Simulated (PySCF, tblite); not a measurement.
# C5H10BN3: geometry, infrared bands and NMR shifts

Wanted: the infrared bands and NMR shifts of C5H10BN3 (`C[C@]1(CC#N)CNBN1`), by calculation.

Programs: tblite 0.8.0 and PySCF 2.14.0, with density-fitted response routines of our own. Each step states its level of theory. These are calculated values for one molecule in the gas phase, unless marked as measured. Atoms count from 0, in the outputs and in this text.

### 1 Starting geometry

19 atoms, charge 0, multiplicity 1; geometry from: force field or distance geometry start.

Bonds of the start (Å): C0–C1 1.50, C1–C2 1.52, C2–C3 1.46, C3–N4 1.13, C1–C5 1.51, C5–N6 1.44, N6–B7 1.52, B7–N8 1.53, N8–C1 1.45, C0–H9 1.12, C0–H10 1.10, C0–H11 1.12, C2–H12 1.12, C2–H13 1.10, C5–H14 1.09, C5–H15 1.11, N6–H16 1.03, B7–H17 1.20, N8–H18 1.05.

### 2 Geometry optimisation with GFN2-xTB

Job settings and geometry (Å):

```
{"job": {"kind": "relax", "xc": "GFN2-xTB", "basis": "xTB"}, "charge": 0, "multiplicity": 1}
C      0.621500     1.590100    -0.580300
C      0.071200     0.332700     0.031000
C      1.222600    -0.474600     0.611200
C      2.201000    -0.847500    -0.406200
N      2.976200    -1.168900    -1.160000
C     -0.794800    -0.461000    -0.919700
N     -1.544300    -1.308700    -0.032200
B     -1.570000    -0.621700     1.324900
N     -0.871900     0.716100     1.068900
H     -0.159600     2.391600    -0.500800
H      0.944000     1.429700    -1.624200
H      1.463000     1.946000     0.062000
H      1.743400     0.193800     1.342600
H      0.825900    -1.343800     1.146600
H     -0.239100    -0.976900    -1.698400
H     -1.527700     0.261700    -1.332000
H     -1.225900    -2.287900     0.011800
H     -2.543700    -0.696200     2.021300
H     -1.601700     1.334900     0.625800
```

The run is started by

```
$ OMP_NUM_THREADS=1 python probes_run.py task.json out
```

One launch serves the whole session: the jobs run in the order shown.

**Question.** This job is followed by: GFN2-xTB harmonic vibrations, gas phase; GIAO PBE0/pcSseg-1 NMR shielding, non-relativistic, gas phase. Predict these results of the whole session: strongest single infrared mode (GFN2-xTB); zero-point energy (GFN2-xTB); 13C shifts against TMS (PBE0/pcSseg-1); 1H shifts against TMS (PBE0/pcSseg-1, means over atoms taken as alike); 15N shifts against NH3 (PBE0/pcSseg-1); 11B shifts against BF3·OEt2 (PBE0/pcSseg-1).

**Answer**, as computed:

| quantity | value |
| --- | --- |
| strongest single infrared mode (GFN2-xTB) | 2405 cm⁻¹, 241 km/mol |
| zero-point energy (GFN2-xTB) | 96.4 kcal/mol |
| 13C shifts against TMS (PBE0/pcSseg-1) | 124.0, 61.9, 60.0, 34.0, 31.7 ppm |
| 1H shifts against TMS (PBE0/pcSseg-1, means over atoms taken as alike) | 4.01, 3.86, 3.56, 2.54, 2.50, 2.43, 2.10, 1.51 ppm |
| 15N shifts against NH3 (PBE0/pcSseg-1) | 300.4, 110.3, 83.7 ppm |
| 11B shifts against BF3·OEt2 (PBE0/pcSseg-1) | 22.1 ppm |

**Reading.** Relaxing lowered the energy by 1.899 eV in 85 steps; the close pair that moved most is B7–N8, from 1.531 to 1.407 Å. All 51 modes are real, so the xTB geometry is a minimum. The strongest single mode, at 2405 cm⁻¹, moves mainly C3 and N4. GFN2-xTB is a fitted tight-binding method: band positions and strengths are rough. Its intensities can rank the bands wrongly. The most deshielded carbon is C3 (nitrile carbon), at 124.0 ppm: C≡N carbons fall here, among the sp2 signals but without a proton. At PBE0/pcSseg-1: The largest span, 508 ppm, is at N4, where the paramagnetic term is -373 ppm.
